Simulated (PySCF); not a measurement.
# HfBr₂: structure of the singlet

Computed with PySCF 2.14.0. Level: PBE0, basis Hf def2-SVP with ECP60, Br def2-SVP, scalar-relativistic core potentials, no spin–orbit coupling, density fitting.

### Step 1. The system as given

3 atoms, charge 0, spin multiplicity 1.

Bond lengths: Hf1–Br2 2.660 Å, Hf1–Br3 2.660 Å. Angles: Br2–Hf1–Br3 110.0°.

Z-matrix (Å, degrees; charge 0 multiplicity 1):
```
Hf
Br 1 2.6600
Br 1 2.6600 2 110.00
```

### Step 2. The SCF at the typed geometry

One driver script runs all steps and calls PySCF; scf.py shows how it sets up the SCF of each step. The optimiser is the driver's own. After this first run the driver tries any further starts and a stability analysis.

scf.py reads:

```python
from pyscf import gto, scf, dft
mol = gto.M(atom='''
Hf     0.000000     0.000000     0.000000
Br     2.178900     0.000000     1.525700
Br    -2.178900     0.000000     1.525700''',
    basis={'Hf': 'def2-SVP', 'Br': 'def2-SVP'},
    ecp={'Hf': 'def2-SVP'},
    charge=0, spin=0)
mf = dft.RKS(mol, xc='PBE0')
mf.grids.atom_grid = (50, 194)
aux = {'Hf': 'def2-universal-JKFIT', 'Br': 'def2-universal-JKFIT'}
mf = mf.density_fit(auxbasis=aux)
mf.conv_tol = 1e-08
mf.diis_space = 10
mf.max_cycle = 60
mf.init_guess = 'minao'
mf.verbose = 4
mf.kernel()
```

Started as:

```
> OMP_NUM_THREADS=2 python axn.py task.json out
```

**Question.** How long does this step take on 2 threads of Intel Xeon at 2.70GHz, shared host?

About 18 s, with a peak of 0.41 GiB.
